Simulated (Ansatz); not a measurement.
Crystal: NiMoIrPdW.

```xyz
5
Lattice="2.7608 0.0000 0.0000 -1.3804 2.3909 0.0000 0.0000 0.0000 11.3405" Properties=species:S:1:pos:R:3 pbc="T T T"
Ni    0.0000    0.0000    8.0423
Mo    1.3804    0.7970    3.3369
Pd    1.3804    0.7970   10.1952
Ir    0.0000    0.0000    1.2025
W     1.3804    0.7970    6.0015
```

The cell was built by a generator and needn't be a form met in nature.

Program: Ansatz 0.2.0. Alike in all runs: potentials or basis Ansatz PAW; spin collinear, ferromagnetic start; cell as given; cutoff (eV) 420; smearing fermi-dirac 0.05 eV.

Problem. Order these runs on this cell by their pressure, lowest first.
A. level BLYP; k mesh 11 × 11 × 3; points for each segment of the path 14; mesh quality not flagged
B. level revPBE; k mesh 11 × 11 × 3; points for each segment of the path 14; mesh quality not flagged
C. level HSE03; k mesh 5 × 5 × 1; mesh quality coarse
D. level LDA; k mesh 11 × 11 × 3; points for each segment of the path 14; mesh quality not flagged

Solution. D (-14.3 GPa), C (-7.0 GPa), B (2.7 GPa), A (10.6 GPa).

Caveats: some runs use coarse meshes; the PAW data sets come from PBE, with cores solved anew for the run's functional, which leaves a small shift of forces and pressure; the starting moments weren't kept; the magnetic or orbital state may not be the lowest (some runs); the thresholds are loose for stress (some runs).

Runs at the PBE level aren't shown here.
